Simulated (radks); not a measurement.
# Rb³⁴⁺ in 1s1.75 2s1 2p0.25: an all-electron calculation

Wanted: eigenvalues, radial structure and energy terms of the rubidium ion Rb34+.

The numbers are computed with radks (a radial shooting solver on a logarithmic mesh, Libxc functionals) version 1 (Dirac Kohn-Sham, BLYP, spin-unpolarised, spherical densities, finite nucleus; open shells are shared between the two j in proportion to 2j + 1), except any that are marked as measured or tabulated.

## 1. Starting point

```
element            : rubidium (Z = 37)
charge             : +34
electrons          : 3
configuration      : 1s1.75 2s1 2p0.25
nuclear rms radius : 4.2036 fm
```

## 2. The run

Input:

```text
Z 37
configuration 1s1.75 2s1 2p0.25 3s0 3p0 3d0
relativity Dirac
functional b88,lyp
spin unpolarised
j_filling average
nucleus finite rms 4.2036 fm
c 137.035999084
```

What does the calculation give?

The runs gave:

```
                        quantity                    value
                    total energy      -1404.67505 hartree
exchange-correlation share of it                   1.72 %
                            −T/E                   1.0388
          highest occupied level        2p3/2, -4159.4 eV
    most extended occupied level  2s1/2, <r> = 0.163 bohr
 radius at density 0.001 e/bohr³               0.522 bohr
    maxima of the radial density                        2
```

What this shows: 2 principal shells are occupied and 2 maxima appear in the radial density. −T/E is 1.039: with relativity the kinetic term as defined here no longer equals −E. This is not the tabulated ground configuration, so its levels and sizes aren't those of the ground state, and no measured value stands beside it.
